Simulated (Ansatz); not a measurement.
The system is CsLiCr2Te2S3.

```
Cs Li Cr Te S
1.0
     3.60358    0.00000    0.00000
    -1.80179    3.12079    0.00000
     0.00000    0.00000   19.06651
Cs Li Cr Te S
1 1 2 2 3
Cartesian
  0.0000 0.0000 7.1307
  1.8018 1.0403 0.3064
  0.0000 0.0000 16.5187
  0.0000 2.0805 3.2095
  0.0000 2.0805 10.2751
  1.8018 1.0403 14.7338
  0.0000 0.0000 1.9124
  0.0000 2.0805 17.7166
  1.8018 1.0403 4.4631
```

The cell was built by a generator and needn't be a form met in nature.

```yaml
Program: Ansatz 0.2.0
Task: relaxation of cell and atoms
Functional: PBEsol
Potentials_or_basis: Ansatz PAW
Cutoff: "420 eV (not typed: the program's choice for these potentials)"
k_mesh: 6 × 6 × 1
Occupations: fermi-dirac, width 0.05 eV
Spin: collinear spin, ferromagnetic start
Starting_moments: "[0.0, 0.0, 3.0, 3.0, 0.0, 0.0, 0.0, 0.0, 0.0] μB"
```

At the start: volume 23.82 Å³/atom.

**Question.** How do energy, volume and symmetry change on relaxing?

**Answer.** It ends after 7 steps and the volume is 21.74 Å³/atom (-8.7 %); space group P3m1 (No. 156, to 0.05 Å); moment 5.60 μB per cell.

Step by step:
| step | energy change (eV) | largest force (eV/Å) | volume (Å³) |
| --- | --- | --- | --- |
| 1 | 0.0000 | 0.3941 | 214.42 |
| 2 | -0.0968 | 0.4504 | 203.56 |
| 3 | -0.1215 | 0.1068 | 199.17 |
| 4 | -0.1312 | 0.0989 | 194.22 |
| 5 | -0.1335 | 0.0520 | 195.87 |
| 6 | -0.1339 | 0.0034 | 195.69 |
| 7 | -0.1319 | 0.0034 | 195.69 |

Final structure:
```cif
data_structure
_symmetry_space_group_name_H-M 'P 1'
_symmetry_Int_Tables_number 1
_cell_length_a 3.5422
_cell_length_b 3.5422
_cell_length_c 18.0088
_cell_angle_alpha 90.000
_cell_angle_beta 90.000
_cell_angle_gamma 120.000
_cell_volume 195.69
loop_
_atom_site_label
_atom_site_type_symbol
_atom_site_fract_x
_atom_site_fract_y
_atom_site_fract_z
_atom_site_occupancy
Cs1 Cs 0.00000 0.00000 0.38406 1
Li1 Li 0.66667 0.33333 0.01175 1
Cr1 Cr 0.00000 0.00000 0.85715 1
Cr2 Cr 0.33333 0.66667 0.17075 1
Te1 Te 0.33333 0.66667 0.55600 1
Te2 Te 0.66667 0.33333 0.75948 1
S1 S 0.00000 0.00000 0.09959 1
S2 S 0.33333 0.66667 0.92179 1
S3 S 0.66667 0.33333 0.23944 1
```

Caveat: the plane-wave basis is chosen anew once the cell has moved, so the energies of steps on either side of that aren't comparable; only a ferromagnetic start was run, and an antiferromagnetic order may lie lower in energy; the PAW data sets come from PBE, with cores solved anew for the run's functional, which leaves a small shift of forces and pressure.
